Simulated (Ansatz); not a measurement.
# C₃H₉InO: shape, modes and thermochemistry

Aim: relax C₃H₉InO from a cheap starting geometry, then compute its harmonic vibrations to see whether it is a minimum and to get the zero-point energy and entropy, and look at its orbitals and charge.

Method: RKS PBE0-D4/def2-TZVP; program: Ansatz 0.2.0, Gaussian basis.

The runs, in order: relaxation at PBE0-D4/def2-TZVP; harmonic vibrations at the same level; a single point in def2-TZVPP for the fields.

## Step 1: Starting geometry

14 atoms, charge 0, spin multiplicity 1.

Atoms are counted from 1 here; the program's logs count them from 0.

Bond lengths: C1–C2 1.528 Å, C1–H6 1.091 Å, C1–H7 1.087 Å, C1–H8 1.087 Å, C2–C3 1.528 Å, C2–O4 1.406 Å, C2–H9 1.112 Å, C3–H10 1.091 Å, C3–H11 1.087 Å, C3–H12 1.087 Å, O4–In5 1.959 Å, In5–H13 1.716 Å, In5–H14 1.700 Å. Angles: C2–C1–H6 109.5°, C2–C1–H7 109.5°, C2–C1–H8 110.5°, H6–C1–H7 108.6°, H6–C1–H8 109.3°, H7–C1–H8 109.5°, C1–C2–C3 111.4°, C1–C2–O4 109.5°, C1–C2–H9 107.9°, C3–C2–O4 109.5°, C3–C2–H9 108.0°, O4–C2–H9 110.6°, C2–C3–H10 109.4°, C2–C3–H11 109.6°, C2–C3–H12 110.5°, H10–C3–H11 108.5°, H10–C3–H12 109.3°, H11–C3–H12 109.5° and more.

Coordinates:

```mol
C3H9InO
  3D, bonds by distance, orders not assigned

 14 13  0  0  0  0  0  0  0  0999 V2000
   -1.4481    0.2715    0.8121 C   0  0
   -0.0397   -0.0415    0.3093 C   0  0
    0.4411   -1.4024    0.8103 C   0  0
   -0.0295   -0.0289   -1.0961 O   0  0
    1.0848    1.2241   -2.1084 In  0  0
   -1.7484    1.2591    0.4605 H   0  0
   -2.1462   -0.4629    0.4184 H   0  0
   -1.4770    0.2530    1.8986 H   0  0
    0.6479    0.7344    0.7116 H   0  0
    1.4478   -1.5917    0.4356 H   0  0
   -0.2185   -2.1815    0.4369 H   0  0
    0.4522   -1.4262    1.8972 H   0  0
    2.0293    2.3203   -1.1862 H   0  0
    1.0042    1.0727   -3.7999 H   0  0
  1  2  8  0
  2  3  8  0
  2  4  8  0
  4  5  8  0
  1  6  8  0
  1  7  8  0
  1  8  8  0
  2  9  8  0
  3 10  8  0
  3 11  8  0
  3 12  8  0
  5 13  8  0
  5 14  8  0
M  END
```

The start is a GFN2-xTB geometry. In takes the def2 core potential; no spin-orbit term is included.

## Step 2: Geometry optimisation, PBE0-D4/def2-TZVP

in.yaml

```yaml
crystal:
  periodic: [false, false, false]
  atoms:
    - {symbol: C, position_ang: [-1.448120, 0.271470, 0.812120]}
    - {symbol: C, position_ang: [-0.039660, -0.041470, 0.309300]}
    - {symbol: C, position_ang: [0.441150, -1.402360, 0.810340]}
    - {symbol: O, position_ang: [-0.029510, -0.028940, -1.096110]}
    - {symbol: In, position_ang: [1.084770, 1.224050, -2.108370]}
    - {symbol: H, position_ang: [-1.748420, 1.259100, 0.460520]}
    - {symbol: H, position_ang: [-2.146180, -0.462920, 0.418390]}
    - {symbol: H, position_ang: [-1.476980, 0.252990, 1.898640]}
    - {symbol: H, position_ang: [0.647940, 0.734410, 0.711590]}
    - {symbol: H, position_ang: [1.447810, -1.591680, 0.435580]}
    - {symbol: H, position_ang: [-0.218540, -2.181460, 0.436930]}
    - {symbol: H, position_ang: [0.452250, -1.426180, 1.897240]}
    - {symbol: H, position_ang: [2.029300, 2.320330, -1.186230]}
    - {symbol: H, position_ang: [1.004190, 1.072670, -3.799950]}
basis:
  gaussian: {orbitals: def2-TZVP}
hamiltonian: {xc: pbe0, dispersion: d4}
relax: {f_tol: 0.005, max_steps: 150}
```

Launch:

```
ansatz run in.yaml --threads 2 --pin off --events-out ev --progress --plain --max-ram 22528MiB --backend cuda --devices 0, --max-vram 18GiB
```

Further steps of the session: Harmonic vibrations; Fields at the relaxed geometry.

Q: Predict the results of all the runs planned. Wanted: point group; shift from the start; total energy; dispersion term; dipole moment; lowest, highest wavenumber; zero-point energy; HOMO, LUMO.

As calculated:

```
                  quantity            value
               point group               Cs
                     steps                9
shift from the start (rms)          0.043 Å
              total energy   -10474.5915 eV
           dispersion term         -239 meV
             dipole moment           1.55 D
lowest, highest wavenumber    19, 3127 cm⁻¹
         zero-point energy     287.0 kJ/mol
       entropy at 298.15 K  383.2 J/(mol K)
                HOMO, LUMO  -7.31, -1.52 eV
```

What this shows: The atoms moved 0.04 Å (rms) from the start; the bond that changed most is O4–In5, from 1.959 to 1.986 Å. All wavenumbers are real, so the end point is a minimum. The stiffest mode, 3127 cm⁻¹, is a C–H stretch, and 3 modes under 200 cm⁻¹ make the vibrational entropy uncertain. Harmonic hybrid wavenumbers usually lie a few per cent above measured fundamentals. The largest Mulliken charge, +0.53 e, sits on In5. The HOMO lies mostly on O4 65 %; C1, C2, C3 about 7 % each and the LUMO on In5 48 %; H13, H14 about 19 % each.
